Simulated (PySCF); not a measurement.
# H9N3Tm (Tm(NH3)33+): the cost of one run

Computed with PySCF 2.14.0. Level: PBE0, Tm lcecp-1-SVP with ECP58, N def2-SVP, H def2-SVP; scalar-relativistic core potentials, no spin–orbit coupling.

1 further run of the same task is left out (for a known fault of the program).

### 1 The starting structure

13 atoms, charge 3, spin multiplicity 1.

Bond lengths: Tm1–N2 2.470 Å, Tm1–N6 2.470 Å, Tm1–N10 2.470 Å, N2–H3 1.020 Å, N2–H4 1.020 Å, N2–H5 1.020 Å, N6–H7 1.020 Å, N6–H8 1.020 Å, N6–H9 1.020 Å, N10–H11 1.020 Å, N10–H12 1.020 Å, N10–H13 1.020 Å. Angles: N2–Tm1–N6 120.0°, N2–Tm1–N10 120.0°, N6–Tm1–N10 120.0°, Tm1–N2–H3 113.0°, Tm1–N2–H4 113.0°, Tm1–N2–H5 113.0°, H3–N2–H4 105.8°, H3–N2–H5 105.8°, H4–N2–H5 105.8°, Tm1–N6–H7 113.0°, Tm1–N6–H8 113.0°, Tm1–N6–H9 113.0°, H7–N6–H8 105.8°, H7–N6–H9 105.8°, H8–N6–H9 105.8°, Tm1–N10–H11 113.0°, Tm1–N10–H12 113.0°, Tm1–N10–H13 113.0° and more.

Geometry (Å):

```xyz
13
H9N3Tm
Tm    0.0000    0.0000    0.0000
N     2.4700    0.0000    0.0000
H     2.8680   -0.4696    0.8133
H     2.8680   -0.4696   -0.8133
H     2.8680    0.9392    0.0000
N    -1.2350    2.1391    0.0000
H    -1.0273    2.7185    0.8133
H    -1.0273    2.7185   -0.8133
H    -2.2473    2.0141    0.0000
N    -1.2350   -2.1391    0.0000
H    -1.8406   -2.2489    0.8133
H    -1.8406   -2.2489   -0.8133
H    -0.6206   -2.9533    0.0000
```

Formal oxidation states: Tm +3. Each metal's 12 4f electrons lie in its core potential, so multiplicities, spins and levels count the valence alone.

### 2 SCF at the start, singlet

run.py (the lines that set the calculation) reads:

```python
mol = gto.M(atom='''
Tm     0.00000     0.00000     0.00000
N      2.47000     0.00000     0.00000
H      2.86800    -0.46960     0.81330
H      2.86800    -0.46960    -0.81330
H      2.86800     0.93920     0.00000
N     -1.23500     2.13910     0.00000
H     -1.02730     2.71850     0.81330
H     -1.02730     2.71850    -0.81330
H     -2.24730     2.01410     0.00000
N     -1.23500    -2.13910     0.00000
H     -1.84060    -2.24890     0.81330
H     -1.84060    -2.24890    -0.81330
H     -0.62060    -2.95330     0.00000''',
    basis={'Tm': 'lcecp-1-SVP', 'N': 'def2-SVP', 'H': 'def2-SVP'},
    ecp={'Tm': 'lcecp-1-SVP'},
    charge=3, spin=0)
mf = dft.RKS(mol, xc='PBE0')
mf.grids.atom_grid = (50, 194)  # f atoms: unpruned, at least (60, 302)
mf = mf.density_fit()  # fitting sets: Tm AutoAux, N def2-universal-JKFIT, H def2-universal-JKFIT
mf.conv_tol = 1e-08; mf.max_cycle = 55
mf.kernel(dm0)  # dm0: free metal ions and neutral atoms
```

Run with:

```bash
$ OMP_NUM_THREADS=2 python run.py
```

**Question.** How long does this run take on 2 threads of Intel Xeon at 2.50GHz (Skylake/Cascade Lake), shared host, and how much memory does it need?

About 15 s, with a peak of 0.78 GiB.
